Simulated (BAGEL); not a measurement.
**GaHOF (SMILES [OH][Ga][F]): UHF/6-31G(d) (density fitting with qzvpp-jkfit, spherical functions)**

Aim: the vertical doublet–quartet gap of GaHOF at UHF/6-31G* (density fitting with qzvpp-jkfit, spherical functions), from 2 runs. 

The results are computed with BAGEL 1.2.2.

3 further runs of the same task are left out: 3 that didn't finish.

### 1 The structure to begin with

The species is GaHOF (4 atoms), meant as a doublet with charge 0. As SMILES, `[OH][Ga][F]`. The coordinates come from a PBE0-D4/def2-TZVP relaxation.

Bond lengths: O1–Ga2 1.795 Å, Ga2–F3 1.759 Å, O1–H4 0.961 Å. Angles: O1–Ga2–F3 114.7°, Ga2–O1–H4 113.8°.

### 2 A single-point energy at UHF/6-31G(d) (density fitting with qzvpp-jkfit, spherical functions)

File hf.json:

```json
{ "bagel" : [

{
  "title" : "molecule",
  "basis" : "6-31gs.json",
  "df_basis" : "qzvpp-jkfit",
  "angstrom" : true,
  "geometry" : [
    { "atom" : "O", "xyz" : [      -0.928500,       0.061200,      -0.333300 ] },
    { "atom" : "Ga", "xyz" : [       0.802400,       0.214300,       0.117400 ] },
    { "atom" : "F", "xyz" : [       1.450100,      -1.148000,       1.023000 ] },
    { "atom" : "H", "xyz" : [      -1.268400,       0.812300,      -0.827400 ] }
  ]
},

{ "title" : "uhf", "nopen" : 1 },

{ "title" : "print", "file" : "orbitals.molden", "orbitals" : true }

]}
```

The basis set 6-31G* is read from a file made from the Basis Set Exchange's data (not shown).

The run is started by

```bash
BAGEL_NUM_THREADS=1 BAGEL hf.json > hf.out
```

Log:

```text
* using 1 threads per process

  ===============================================================
  ===============================================================

  *** Geometry ***

  { "atom" : "O", "xyz" : [     -1.754611,      0.115651,     -0.629846 ] },
  { "atom" : "Ga", "xyz" : [      1.516316,      0.404968,      0.221854 ] },
  { "atom" : "F", "xyz" : [      2.740292,     -2.169406,      1.933190 ] },
  { "atom" : "H", "xyz" : [     -2.396929,      1.535025,     -1.563559 ] },

  Number of auxiliary basis functions:      438

  Since a DF basis is specified, we compute 2- and 3-index integrals:
    o Being stored without compression. Storage requirement is 0.013 GB

  Number of basis functions:       62
  Number of electrons      :       49

    * METHOD: MOLECULE                             0.19

  *** Open-shell HF ***

  === Nuclear Repulsion ===
   182.3688675154

      * DIIS with orbital gradients will be used.

  === UHF iteration (6-31gs.json) ===
      0      -2097.55965000          0.06250209           0.07
      1      -2097.70584867          0.05017617           0.07
      2      -2097.79235709          0.03637014           0.07
      3      -2097.88189045          0.00170541           0.07
      4      -2097.88268943          0.00091735           0.07
      5      -2097.88293817          0.00025063           0.07
      6      -2097.88298633          0.00007450           0.07
      7      -2097.88299133          0.00003516           0.07
      8      -2097.88299270          0.00001997           0.07
      9      -2097.88299339          0.00001142           0.07
     10      -2097.88299366          0.00000462           0.07
     11      -2097.88299369          0.00000227           0.07
     12      -2097.88299370          0.00000066           0.07
     13      -2097.88299371          0.00000036           0.07
     14      -2097.88299371          0.00000019           0.07
     15      -2097.88299371          0.00000013           0.06
     16      -2097.88299371          0.00000006           0.07
     17      -2097.88299371          0.00000004           0.08
     18      -2097.88299371          0.00000003           0.07
     19      -2097.88299371          0.00000001           0.07
    * SCF iteration converged.

    * S^2 (UHF) is 0.7577

    * Permanent dipole moment:
           (   -0.123031,    -1.364827,     0.670878) a.u.

    * METHOD: UHF                                  1.55

    * METHOD: PRINT                                0.01

  ===============================================================
```

It took 1.9 s on 1 thread of INTEL XEON PLATINUM 8581C at 2.10GHz (Emerald Rapids), shared host; peak memory 0.087 GiB.

### 3 The quartet, same level

File hf.json:

```json
{ "bagel" : [

{
  "title" : "molecule",
  "basis" : "6-31gs.json",
  "df_basis" : "qzvpp-jkfit",
  "angstrom" : true,
  "geometry" : [
    { "atom" : "O", "xyz" : [   -0.928500,    0.061200,   -0.333300 ] },
    { "atom" : "Ga", "xyz" : [    0.802400,    0.214300,    0.117400 ] },
    { "atom" : "F", "xyz" : [    1.450100,   -1.148000,    1.023000 ] },
    { "atom" : "H", "xyz" : [   -1.268400,    0.812300,   -0.827400 ] }
  ]
},
{
  "title" : "uhf",
  "nopen" : 3
},
{
  "title" : "print",
  "file" : "orbitals.molden",
  "orbitals" : true
}

]}
```

The basis set 6-31G* is read from a file made from the Basis Set Exchange's data (not shown).

The run is started by

```bash
BAGEL_NUM_THREADS=1 BAGEL hf.json > hf.out
```

Log:

```text
* using 1 threads per process

  ===============================================================
  ===============================================================

  *** Geometry ***

  { "atom" : "O", "xyz" : [     -1.754611,      0.115651,     -0.629846 ] },
  { "atom" : "Ga", "xyz" : [      1.516316,      0.404968,      0.221854 ] },
  { "atom" : "F", "xyz" : [      2.740292,     -2.169406,      1.933190 ] },
  { "atom" : "H", "xyz" : [     -2.396929,      1.535025,     -1.563559 ] },

  Number of auxiliary basis functions:      438

  Since a DF basis is specified, we compute 2- and 3-index integrals:
    o Being stored without compression. Storage requirement is 0.013 GB

  Number of basis functions:       62
  Number of electrons      :       49

    * METHOD: MOLECULE                             0.20

  *** Open-shell HF ***

  === Nuclear Repulsion ===
   182.3688675154

      * DIIS with orbital gradients will be used.

  === UHF iteration (6-31gs.json) ===
      0      -2097.48656073          0.04481940           0.07
      1      -2097.61098783          0.03399712           0.07
      2      -2097.66195356          0.02332790           0.07
      3      -2097.70159224          0.00142570           0.07
      4      -2097.70270815          0.00071561           0.07
      5      -2097.70297671          0.00022904           0.07
      6      -2097.70302738          0.00006348           0.07
      7      -2097.70303427          0.00002896           0.07
      8      -2097.70303578          0.00001298           0.07
      9      -2097.70303635          0.00000686           0.07
     10      -2097.70303647          0.00000358           0.07
     11      -2097.70303650          0.00000156           0.07
     12      -2097.70303650          0.00000065           0.07
     13      -2097.70303651          0.00000020           0.07
     14      -2097.70303651          0.00000009           0.07
     15      -2097.70303651          0.00000004           0.07
     16      -2097.70303651          0.00000002           0.07
     17      -2097.70303651          0.00000001           0.07
    * SCF iteration converged.

    * S^2 (UHF) is 3.7595

    * Permanent dipole moment:
           (    1.903683,    -1.225365,     1.219270) a.u.

    * METHOD: UHF                                  1.38

    * METHOD: PRINT                                0.01

  ===============================================================
```

Wall time 1.8 s (1 thread of INTEL XEON PLATINUM 8581C at 2.10GHz (Emerald Rapids), shared host); peak memory 0.088 GiB.

### 4 Summary of results

At UHF/6-31G* (density fitting with qzvpp-jkfit, spherical functions):

```
                                        quantity           value
                           doublet: total energy  -2097.88299 Eh
                          doublet: dipole moment          3.88 D
                                   doublet: ⟨S²⟩           0.758
                           quartet: total energy  -2097.70304 Eh
                          quartet: dipole moment          6.54 D
                                   quartet: ⟨S²⟩           3.760
vertical energy of the quartet above the doublet        4.897 eV
```

At this shape the quartet lies 4.90 eV (113 kcal/mol) above the doublet.
